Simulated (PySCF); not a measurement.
# The bond of ZrF, level by level

The task here is to estimate one member of a computed series from the others.

The runs use PySCF 2.14.0; Zr def2-TZVPPD with ECP28, F def2-TZVPPD, scalar-relativistic core potentials.

The first run:

A driver script around PySCF takes these settings:

```json
{"atoms": "Zr, F", "charge": "0", "basis": "Zr def2-TZVPPD with ECP28, F def2-TZVPPD", "Hamiltonian": "scalar-relativistic core potentials", "basis functions": "96", "electrons treated": "21", "masses in u": "89.9047, 18.9984", "levels": "PBE0, PBE, r²SCAN, revPBE, M06-L, TPSS, BHandHLYP, TPSSh, CAM-B3LYP, HF, MP2, SCS-MP2, CCSD, CCSD(T)", "grid": "80 radial by 434 angular points", "occupations": "held fixed by the projection of orbital angular momentum", "dissociation limit": "Zr + F, each in its ground configuration", "starting distance in angstrom": "2.020", "values of 2S to try": "1, 3, 5"}
```

Launch:

```sh
$ OMP_NUM_THREADS=2 python dia.py task.json out
```

Among the steps run: The job; The PBE0 curve of the state that the search chose; Excited determinants; PBE (GGA); r²SCAN (meta-GGA); revPBE (GGA); M06-L; TPSS; BHandHLYP; TPSSh (hybrid meta-GGA); CAM-B3LYP (range-separated hybrid); UHF; Adding correlation.

One table of the session follows, with a row left open; its other results are not shown here.

Energy (eV) from each level's lowest point:

| R (Å) | UHF | UHF-MP2 | UHF-SCS-MP2 | UHF-CCSD | UHF-CCSD(T) |
| --- | --- | --- | --- | --- | --- |
| 1.621 | 1.630 | 1.413 | 1.491 | n/a | n/a |
| 1.696 | 0.781 | 0.636 | 0.690 | 0.688 | 0.683 |
| 1.772 | 0.287 | 0.206 | 0.237 | 0.234 | 0.232 |
| 1.828 | ? | ? | ? | ? | ? |
| 1.885 | 0.001 | 0.000 | 0.000 | 0.000 | 0.000 |
| 1.942 | 0.000 | 0.030 | 0.017 | 0.019 | 0.020 |
| 2.017 | 0.096 | 0.161 | 0.133 | 0.139 | 0.141 |
| 2.111 | 0.323 | 0.422 | 0.377 | 0.390 | 0.393 |
| 2.224 | 0.687 | 0.816 | 0.756 | 0.778 | 0.780 |
| 2.375 | 1.242 | 1.397 | 1.322 | n/a | n/a |

**Question.** Estimate the row for R (Å) = 1.828.

Worked estimate for «UHF». A straight line through the neighbours (1.772, 0.287) and (1.885, 0.001) gives 0.287 + (0.001 − 0.287) × (1.828 − 1.772) / (1.885 − 1.772) = 0.145; a parabola fitted to 4 rows on both sides gives 0.085.

**Answer.** UHF: 0.089; UHF-MP2: 0.050; UHF-SCS-MP2: 0.065; UHF-CCSD: 0.063; UHF-CCSD(T): 0.062. In «UHF» the line misses by +0.056 and the parabola by -0.004.

To keep in mind: Lowest PBE0 solution found, without spin–orbit coupling: ⁴Σ⁻ (quartet), unpaired electrons σ ↑, δ ↑↑. Spin–orbit coupling is left out. Warnings in the runs' records: inverted.
